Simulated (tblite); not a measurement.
# C10H8LiN7: the cost of one run

Programs: tblite 0.8.0 and PySCF 2.14.0, with routines of our own; each step states its level. All values are computed. Atoms count from 0.

## 1. The system as given

26 atoms, charge 0, multiplicity 1; geometry from: force field, distance geometry or constructed start.

## 2. Geometry optimisation with GFN2-xTB

What the job is given:

```
{"job": {"kind": "relax", "xc": "GFN2-xTB", "basis": "xTB"}, "charge": 0, "multiplicity": 1}
N     -1.573300    -7.619900     1.014600
C     -1.317800    -6.495000     1.149300
C     -0.977900    -5.080000     1.310400
C     -0.978000    -4.380800    -0.053400
C     -0.646800    -2.966500     0.109500
N     -0.385500    -1.845300     0.243500
N     -0.337000     1.735800    -0.702900
C     -0.799100     2.755600    -0.997900
C     -1.367900     4.044800    -1.390100
C     -0.361500     4.846900    -2.197400
C     -0.928800     6.140400    -2.591400
N     -1.394700     7.158500    -2.889100
N      2.817800    -1.563100     2.389700
C      2.324300    -0.743700     1.729600
N      1.651100     0.261300     0.900600
C      2.446900     1.483100     0.872300
N      3.051500     2.475800     0.814200
Li    -0.001100    -0.003400    -0.001000
H     -1.711600    -4.598200     1.979200
H      0.000500    -4.977900     1.793300
H     -0.251600    -4.859100    -0.712900
H     -1.959000    -4.482600    -0.528600
H     -2.280400     3.890500    -1.969300
H     -1.670400     4.600200    -0.494100
H      0.555000     5.011200    -1.612000
H     -0.069100     4.289100    -3.093700
```

Launch:

```bash
$ OMP_NUM_THREADS=1 python large_run.py task.json out
```

This one command runs all jobs of the session in turn.

**Question.** How long does this first job take on 1 thread of Arm Neoverse N1, shared host, and how much memory does it need?

About 4.3 s, with a peak of 0.19 GiB.
